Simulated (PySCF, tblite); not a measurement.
**C₂H₂BF₅O₂: geometry, infrared bands and NMR shifts**

What infrared bands and NMR shifts should C₂H₂BF₅O₂ (`FC(F)OBOC(F)(F)F`) show?

Programs: tblite 0.8.0 and PySCF 2.14.0, with density-fitted response routines of our own. Each step states its level of theory. These are calculated values for one molecule in the gas phase, unless marked as measured. Atoms are numbered from 0 throughout.

## 1. The starting structure

12 atoms, charge 0, multiplicity 1; geometry from: force field or distance geometry start.

Bonds of the start (Å): F0–C1 1.41, C1–F2 1.38, C1–O3 1.37, O3–B4 1.46, B4–O5 1.46, O5–C6 1.40, C6–F7 1.40, C6–F8 1.35, C6–F9 1.39, C1–H10 1.11, B4–H11 1.16.

## 2. Optimising the geometry with GFN2-xTB

Job settings and geometry (Å):

```
{"job": {"kind": "relax", "xc": "GFN2-xTB", "basis": "xTB"}, "charge": 0, "multiplicity": 1}
F      3.083400    -0.217300     1.168700
C      1.981500    -0.123800     0.291200
F      2.399400     0.380900    -0.926300
O      1.047700     0.758900     0.778500
B     -0.255800     0.173900     1.073900
O     -0.830500    -0.718500     0.064800
C     -1.784900     0.041400    -0.620100
F     -2.705100     0.438900     0.361500
F     -1.271600     1.065300    -1.340300
F     -2.457000    -0.845500    -1.447700
H      1.547900    -1.138600     0.213000
H     -0.753900     0.183700     2.121500
```

On the command line:

```console
OMP_NUM_THREADS=1 python probes_run.py task.json out
```

This one command runs all jobs of the session in turn.

**Question.** This job is followed by: GFN2-xTB harmonic vibrations, gas phase; GIAO PBE0/pcSseg-1 NMR shielding, non-relativistic, gas phase. Predict these results of the whole session: strongest single infrared mode (GFN2-xTB); zero-point energy (GFN2-xTB); 13C shifts against TMS (PBE0/pcSseg-1); 1H shifts against TMS (PBE0/pcSseg-1); 19F shifts against CFCl3 (PBE0/pcSseg-1, means over atoms taken as alike); 17O shifts against H2O (PBE0/pcSseg-1); 11B shifts against BF3·OEt2 (PBE0/pcSseg-1); surface potential, 1st and 99th percentile.

The runs gave:

| quantity | value |
| --- | --- |
| strongest single infrared mode (GFN2-xTB) | 1219 cm⁻¹, 1109 km/mol |
| zero-point energy (GFN2-xTB) | 35.4 kcal/mol |
| 13C shifts against TMS (PBE0/pcSseg-1) | 129.2, 119.9 ppm |
| 1H shifts against TMS (PBE0/pcSseg-1) | 7.04, 4.60 ppm |
| 19F shifts against CFCl3 (PBE0/pcSseg-1, means over atoms taken as alike) | -65.2, -94.7 ppm |
| 17O shifts against H2O (PBE0/pcSseg-1) | 204.9, 196.1 ppm |
| 11B shifts against BF3·OEt2 (PBE0/pcSseg-1) | 23.1 ppm |
| surface potential, 1st and 99th percentile | -0.57 V and 1.88 V |

**Reading.** Relaxing lowered the energy by 1.815 eV in 98 steps; the close pair that moved most is O3–B4, from 1.459 to 1.334 Å. All 30 modes are real, so the xTB geometry is a minimum. The strongest single mode, at 1219 cm⁻¹, is carried by C6, O5, B4, H10. GFN2-xTB is a fitted tight-binding method: band positions and strengths are rough. Its intensities can rank the bands wrongly. The most deshielded hydrogen is H10 (hydrogen on an sp3 CH bonded to 2 F and O), at 7.04 ppm: its carbon carries F and O, hence the downfield position. At PBE0/pcSseg-1: Shielding is most anisotropic at O3 (span 193 ppm, paramagnetic term -262 ppm). By nearest atom (PBE0/pcSseg-1), the HOMO sits on O3 25 %; H10, H11 about 16 % each and the LUMO on B4 50 %; H11 16 %.
